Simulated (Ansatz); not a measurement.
Bi, space group Im-3m: cell relaxations under several functionals, run with Ansatz 0.2.0 through its Python package.

Input file `bi.cif`:
```cif
data_Bi
_cell_length_a 3.431938
_cell_length_b 3.431938
_cell_length_c 3.431938
_cell_angle_alpha 109.47122
_cell_angle_beta 109.47122
_cell_angle_gamma 109.47122
_symmetry_space_group_name_H-M 'P 1'
_symmetry_Int_Tables_number 1
loop_
_symmetry_equiv_pos_as_xyz
'x, y, z'
loop_
_atom_site_label
_atom_site_type_symbol
_atom_site_fract_x
_atom_site_fract_y
_atom_site_fract_z
Bi1 Bi    0.000000    0.000000    0.000000
```

Script `run_lattice.py`:
```python
# -*- coding: utf-8 -*-
"""Relaxed cell of Bi under several functionals."""

import logging
import sys
import warnings

import ansatz
from ase.io import read
import numpy as np

logging.basicConfig(stream=sys.stdout, format="%(levelname)s:%(name)s:%(message)s")
logger = logging.getLogger("ansatz_job")
logger.setLevel(logging.INFO)

def edges_and_angles(cell):
    cell = np.asarray(cell)
    a, b, c = np.linalg.norm(cell, axis=1)
    cosines = cell[1] @ cell[2] / (b * c), cell[0] @ cell[2] / (a * c), cell[0] @ cell[1] / (a * b)
    return (a, b, c, *np.degrees(np.arccos(cosines)))

warnings.simplefilter("ignore", ansatz.DeckWarning)

atoms = read("bi.cif")
xtal = ansatz.Crystal.from_ase(atoms)

model = xtal.calculation().kpoints(8).occupations("cold", width=0.1).relax(cell=True, force_tolerance=0.03)

levels = [("lda", "none"), ("pbesol", "none"), ("blyp", "d3bj")]
logger.info("level            a       b       c    alpha   beta  gamma  V/atom  steps")
for name, dispersion in levels:
    seen = []
    run = model.functional(name, dispersion=dispersion).session().plan()
    res = run.execute(on_event=lambda e: seen.append(e) if e["event"] == "relax_step" else None)
    cell = res.lattice.cell_ang
    label = name if dispersion == "none" else f"{name}+{dispersion}"
    print("{:13s} {:7.4f} {:7.4f} {:7.4f} {:6.2f} {:6.2f} {:6.2f}".format(label, *edges_and_angles(cell)), f"{abs(np.linalg.det(cell)) / len(res.lattice.sites):7.3f} {len(seen):5d}")
```

Rank the levels of theory by the volume of the relaxed cell.

From smallest to largest: LDA (29.24 Å³ an atom, -6.0 % against the start), PBEsol (29.91 Å³ an atom, -3.9 % against the start) and BLYP+D3BJ (30.41 Å³ an atom, -2.3 % against the start). The spread is 4.0 % in volume.

The run itself:

Output of `python run_lattice.py`:
```text
INFO:ansatz_job:level            a       b       c    alpha   beta  gamma  V/atom  steps
lda            3.3614  3.3614  3.3614 109.47 109.47 109.47  29.236     5
pbesol         3.3871  3.3871  3.3871 109.47 109.47 109.47  29.912     5
blyp+d3bj      3.4057  3.4057  3.4057 109.47 109.47 109.47  30.410     4
```

Reading the output:
- BLYP and dispersion corrections can be off by several per cent in the lattices of metals, and by several GPa in the pressure at a fixed cell.
- For a metal this k-point mesh is coarse: on a finer one energies can move by several to tens of meV an atom and pressures by half a GPa or more, differences at one mesh by less.
- Edges and angles are those of the cell as typed, here a primitive one, not of the conventional cell.
- Spin-orbit coupling, which matters for elements this heavy, is left out.
- This isn't the structure that Bi takes at ambient conditions.
- Wall time of the script: 9.9 s on 1 thread of Arm Neoverse V1, on a shared host, peak memory 0.42 GiB.

(A comment or docstring line of the script was reworded after the run, the code is as it ran; lines on the test bed's own set-up are left out of the output.)
